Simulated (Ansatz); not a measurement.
From input file to script: BrH in Ansatz 0.2.0.

```yaml
crystal:
  periodic: [false, false, false]
  atoms:
    - { symbol: Br, position_ang: [-0.5949, 0.21495, -0.30084] }
    - { symbol: H, position_ang: [0.5949, -0.21495, 0.30084] }
basis:
  gaussian:
    orbitals: def2-SVP
correlation:
  active_space:
    window:
      electrons: 2
      orbitals: 2
```

The cells in order, each with its output:

In [1]:
```python
import ansatz as az
```

In [2]:
```python
geometry_ang = [
    ("Br", (-0.5949, 0.21495, -0.30084)),
    ("H", (0.5949, -0.21495, 0.30084)),
]
system = az.Crystal.molecule()
for symbol, xyz in geometry_ang:
    system = system.atom(symbol, xyz)
```

In [3]:
```python
model = (
    system.calculation()
    .basis(gaussian="def2-SVP")
    .correlation(active_electrons=2, active_orbitals=2)
)
for method in [None]:
    summary = (model if method is None else model.correlation(method)).run(threads=1).report
    space = summary["configurations"]
    state = space["states"][0]
    print(method or "casscf", f"total {summary['free_energy_ev'] / 27.211386246:.6f} Ha, active-space state {state['energy']['hartree']:.6f} Ha, mean field {summary['reference_energy_ev'] / 27.211386246:.6f} Ha")
    print("  determinants", state["n_determinants"], " natural occupations", [round(n, 3) for n in space["natural_occupations"]])
```
```text
casscf total -2572.701433 Ha, active-space state -2572.701433 Ha, mean field -2572.684992 Ha
  determinants 4  natural occupations [1.973, 0.027]
```

Caveats:
- Total energies depend on the basis set; only differences at equal settings carry meaning.
- The geometry is a force-field or estimated start, not a minimum of this method, and the basis set is short of its limit. The active space starts as a window about the frontier orbitals and is then optimised, not chosen by chemistry.
- Wall time of the script: 1 s on 1 thread of Arm Neoverse V1, on a shared host, peak memory 0.14 GiB.

(Lines on the test bed's own set-up are left out of the output.)
